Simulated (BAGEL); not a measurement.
# SiH2OF2 (SMILES O[SiH](F)F) at HF/6-31G(d) (density fitting with qzvpp-jkfit, spherical functions)

Aim: the vertical electron affinity of SiH2OF2 at HF/6-31G* (density fitting with qzvpp-jkfit, spherical functions), from 2 runs. 

Program for the calculation: BAGEL 1.2.2.

## Step 1: The molecule

The species is SiH2OF2 (6 atoms), meant as a singlet with charge 0. As SMILES, `O[SiH](F)F`. The coordinates come from a PBE0-D4/def2-TZVP relaxation. This is one conformer, not always the lowest.

Bond lengths: O1–Si2 1.614 Å, Si2–F3 1.584 Å, Si2–F4 1.584 Å, O1–H5 0.958 Å, Si2–H6 1.463 Å. Angles: O1–Si2–F3 111.2°, O1–Si2–F4 111.2°, F3–Si2–F4 105.5°, O1–Si2–H6 108.6°, F3–Si2–H6 110.2°, F4–Si2–H6 110.2°, Si2–O1–H5 120.9°.

## Step 2: The energy at HF/6-31G(d) (density fitting with qzvpp-jkfit, spherical functions)

Input file job.json:

```json
{ "bagel" : [

{
  "title" : "molecule",
  "basis" : "6-31gs.json",
  "df_basis" : "qzvpp-jkfit",
  "angstrom" : true,
  "geometry" : [
    { "atom" : "O", "xyz" : [    0.027700,    1.137900,   -0.556400 ] },
    { "atom" : "Si", "xyz" : [    0.121400,   -0.236200,    0.285200 ] },
    { "atom" : "F", "xyz" : [    0.731800,   -1.405100,   -0.592400 ] },
    { "atom" : "F", "xyz" : [   -1.315500,   -0.739700,    0.722100 ] },
    { "atom" : "H", "xyz" : [   -0.477400,    1.183000,   -1.369500 ] },
    { "atom" : "H", "xyz" : [    0.954100,   -0.003800,    1.464900 ] }
  ]
},
{
  "title" : "hf",
  "charge" : 0
},
{
  "title" : "print",
  "file" : "orbitals.molden",
  "orbitals" : true
}

]}
```

The basis set 6-31G* is read from a file made from the Basis Set Exchange's data (not shown).

Started as:

```
BAGEL_NUM_THREADS=1 BAGEL job.json > job.out
```

Output:

```text
* using 1 threads per process

  ===============================================================
  ===============================================================

  *** Geometry ***

  { "atom" : "O", "xyz" : [      0.052345,      2.150319,     -1.051444 ] },
  { "atom" : "Si", "xyz" : [      0.229413,     -0.446353,      0.538950 ] },
  { "atom" : "F", "xyz" : [      1.382902,     -2.655254,     -1.119474 ] },
  { "atom" : "F", "xyz" : [     -2.485935,     -1.397830,      1.364571 ] },
  { "atom" : "H", "xyz" : [     -0.902155,      2.235546,     -2.587980 ] },
  { "atom" : "H", "xyz" : [      1.802988,     -0.007181,      2.768260 ] },

  Number of auxiliary basis functions:      395

  Since a DF basis is specified, we compute 2- and 3-index integrals:
    o Being stored without compression. Storage requirement is 0.013 GB

  Number of basis functions:       64
  Number of electrons      :       42

    * METHOD: MOLECULE                             0.19

  *** RHF ***

  === Nuclear Repulsion ===
   188.4139496484

      * DIIS with orbital gradients will be used.

  === RHF iteration (6-31gs.json) ===
      0       -563.70828139          0.03095530           0.04
      1       -563.89860663          0.01874294           0.04
      2       -563.99796977          0.00113193           0.04
      3       -563.99856261          0.00015608           0.04
      4       -563.99857389          0.00006156           0.04
      5       -563.99857524          0.00001716           0.04
      6       -563.99857540          0.00000387           0.04
      7       -563.99857541          0.00000072           0.04
      8       -563.99857541          0.00000016           0.04
      9       -563.99857541          0.00000006           0.04
     10       -563.99857541          0.00000002           0.04
     11       -563.99857541          0.00000000           0.04
    * SCF iteration converged.

    * Permanent dipole moment:
           (    0.080477,    -0.351185,     0.306041) a.u.

    * METHOD: HF                                   0.60

    * METHOD: PRINT                                0.01

  ===============================================================
```

Wall time 1.1 s (1 thread of Intel Xeon Platinum 8259CL at 2.50GHz (Skylake/Cascade Lake), shared host); peak memory 0.08 GiB.

## Step 3: The doublet anion at the same level

Input file calc.json:

```json
{ "bagel" : [

{
  "title" : "molecule",
  "basis" : "6-31gs.json",
  "df_basis" : "qzvpp-jkfit",
  "angstrom" : "true",
  "geometry" : [
    { "atom" : "O", "xyz" : [    0.027700,    1.137900,   -0.556400 ] },
    { "atom" : "Si", "xyz" : [    0.121400,   -0.236200,    0.285200 ] },
    { "atom" : "F", "xyz" : [    0.731800,   -1.405100,   -0.592400 ] },
    { "atom" : "F", "xyz" : [   -1.315500,   -0.739700,    0.722100 ] },
    { "atom" : "H", "xyz" : [   -0.477400,    1.183000,   -1.369500 ] },
    { "atom" : "H", "xyz" : [    0.954100,   -0.003800,    1.464900 ] }
  ]
},
{
  "title" : "uhf",
  "charge" : -1,
  "nopen" : 1
},
{
  "title" : "print",
  "file" : "orbitals.molden",
  "orbitals" : "true"
}

]}
```

The basis set 6-31G* is read from a file made from the Basis Set Exchange's data (not shown).

Started as:

```
BAGEL_NUM_THREADS=1 BAGEL calc.json > calc.out
```

Output:

```text
* using 1 threads per process

  ===============================================================
  ===============================================================

  *** Geometry ***

  { "atom" : "O", "xyz" : [      0.052345,      2.150319,     -1.051444 ] },
  { "atom" : "Si", "xyz" : [      0.229413,     -0.446353,      0.538950 ] },
  { "atom" : "F", "xyz" : [      1.382902,     -2.655254,     -1.119474 ] },
  { "atom" : "F", "xyz" : [     -2.485935,     -1.397830,      1.364571 ] },
  { "atom" : "H", "xyz" : [     -0.902155,      2.235546,     -2.587980 ] },
  { "atom" : "H", "xyz" : [      1.802988,     -0.007181,      2.768260 ] },

  Number of auxiliary basis functions:      395

  Since a DF basis is specified, we compute 2- and 3-index integrals:
    o Being stored without compression. Storage requirement is 0.013 GB

  Number of basis functions:       64
  Number of electrons      :       42

    * METHOD: MOLECULE                             0.20

  *** Open-shell HF ***

  === Nuclear Repulsion ===
   188.4139496484

      * DIIS with orbital gradients will be used.

  === UHF iteration (6-31gs.json) ===
      0       -563.48770505          0.06233362           0.08
      1       -563.70321416          0.04092337           0.08
      2       -563.78516207          0.02539821           0.08
      3       -563.83682411          0.00120480           0.08
      4       -563.83767687          0.00070778           0.09
      5       -563.83808444          0.00031397           0.08
      6       -563.83833926          0.00017709           0.08
      7       -563.83844682          0.00008527           0.08
      8       -563.83846342          0.00005365           0.08
      9       -563.83847354          0.00002584           0.08
     10       -563.83847446          0.00001013           0.08
     11       -563.83847466          0.00000621           0.08
     12       -563.83847476          0.00000340           0.08
     13       -563.83847480          0.00000176           0.08
     14       -563.83847482          0.00000097           0.08
     15       -563.83847482          0.00000064           0.08
     16       -563.83847482          0.00000027           0.08
     17       -563.83847482          0.00000014           0.08
     18       -563.83847482          0.00000007           0.08
     19       -563.83847482          0.00000002           0.08
     20       -563.83847482          0.00000001           0.09
     21       -563.83847482          0.00000001           0.08
    * SCF iteration converged.

    * S^2 (UHF) is 0.7529

    * Permanent dipole moment:
           (   -0.414778,     1.218279,    -1.264284) a.u.

    * METHOD: UHF                                  1.95

    * METHOD: PRINT                                0.01

  ===============================================================
```

It took 2.4 s on 1 thread of Intel Xeon Platinum 8259CL at 2.50GHz (Skylake/Cascade Lake), shared host; peak memory 0.08 GiB.

## Step 4: Outcome

At HF/6-31G* (density fitting with qzvpp-jkfit, spherical functions):

| quantity | value |
| --- | --- |
| singlet SiH2OF2: total energy | -563.99858 Eh |
| singlet SiH2OF2: dipole moment | 1.20 D |
| singlet SiH2OF2: HOMO energy | -14.71 eV |
| singlet SiH2OF2: LUMO energy | 4.73 eV |
| singlet SiH2OF2: HOMO–LUMO gap | 19.44 eV |
| doublet anion: total energy | -563.83847 Eh |
| doublet anion: ⟨S²⟩ | 0.753 |
| vertical electron affinity (to the doublet anion) | -4.357 eV |

The anion lies 4.36 eV (100 kcal/mol) above the neutral: the electron isn't bound at this level, and such a value depends on the basis. Without diffuse functions anions come out too high. Hartree–Fock misses the correlation that binds many anions.
